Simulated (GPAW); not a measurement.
Write an ASE script for GPAW 26.7.0 that does the following.

```yaml
Task: single point
Functional: PBE
Potentials_or_basis: GPAW PAW data sets (gpaw-data 1.2.1)
Cutoff: 800 eV
Basis: pw
k_mesh: 6 × 6 × 3
Occupations: fermi-dirac, width 0.05 eV
Spin: no spin polarisation
Maxiter: 150
```

Crystal: NaBe2Se2.

```
Na Be Se
1.0
     3.67228    0.01836    0.00000
    -1.82024    3.17110    0.00000
     0.00000    0.00000    8.01116
Na Be Se
1 2 2
Cartesian
  0.0000 0.0000 4.0056
  0.0106 2.1202 1.1728
  0.0106 2.1202 6.8384
  1.8415 1.0693 1.8307
  1.8415 1.0693 6.1804
```

The cell was built by a generator and needn't be a form met in nature.

The cell isn't the ideal one: strain = 0.01.

One way to write it, as run:

run.py

```python
from ase import Atoms
from ase.dft.bandgap import bandgap
from ase.io import write
from ase.units import GPa
from gpaw import GPAW, PW

atoms = Atoms(['Na', 'Be', 'Be', 'Se', 'Se'],
              cell=[[3.67228, 0.0183614, 0.0],
                    [-1.8202386, 3.1710993, 0.0],
                    [0.0, 0.0, 8.01116]],
              scaled_positions=[[0.0, 0.0, 0.5],
                                [0.33333, 0.66667, 0.14639],
                                [0.33333, 0.66667, 0.85361],
                                [0.66667, 0.33333, 0.22852],
                                [0.66667, 0.33333, 0.77148]],
              pbc=True)

calc = GPAW(mode=PW(800),
            xc='PBE',
            kpts={'size': (6, 6, 3), 'gamma': True},
            occupations={'name': 'fermi-dirac', 'width': 0.05},
            nbands=24,
            convergence={'density': 1e-05, 'energy': 1e-05},
            maxiter=150,
            txt='gpaw.txt')
atoms.calc = calc
energy = atoms.get_potential_energy()
forces = atoms.get_forces()
stress = atoms.get_stress()
calc.write('gs.gpw')
write('result.traj', atoms)
print(f'Energy: {energy:.6f} eV')
print('Forces (eV/A):')
print(forces.round(4))
print('Stress (GPa):', (stress / GPa).round(3))
print('Fermi level:', round(calc.get_fermi_level(), 4), 'eV')
print(f'Gap: {bandgap(calc)[0]:.4f} eV, direct: {bandgap(calc, direct=True)[0]:.4f} eV')
```

Potentials or basis: GPAW PAW data sets (gpaw-data 1.2.1), pw.

The run is started by

```console
$ OMP_NUM_THREADS=1 python run.py
```

It gave:

```json
{
  "Pressure": "0.3 GPa",
  "Largest force": "0.044 eV/Å",
  "Band gap on the k mesh": "none (metal or under the smearing width)"
}
```

Caveat: the density grid can change from cell to cell, which puts small steps into energies and stress.

Run time: 69 s on 1 thread of Arm Neoverse V2 (shared host), peak memory 0.3 GiB.
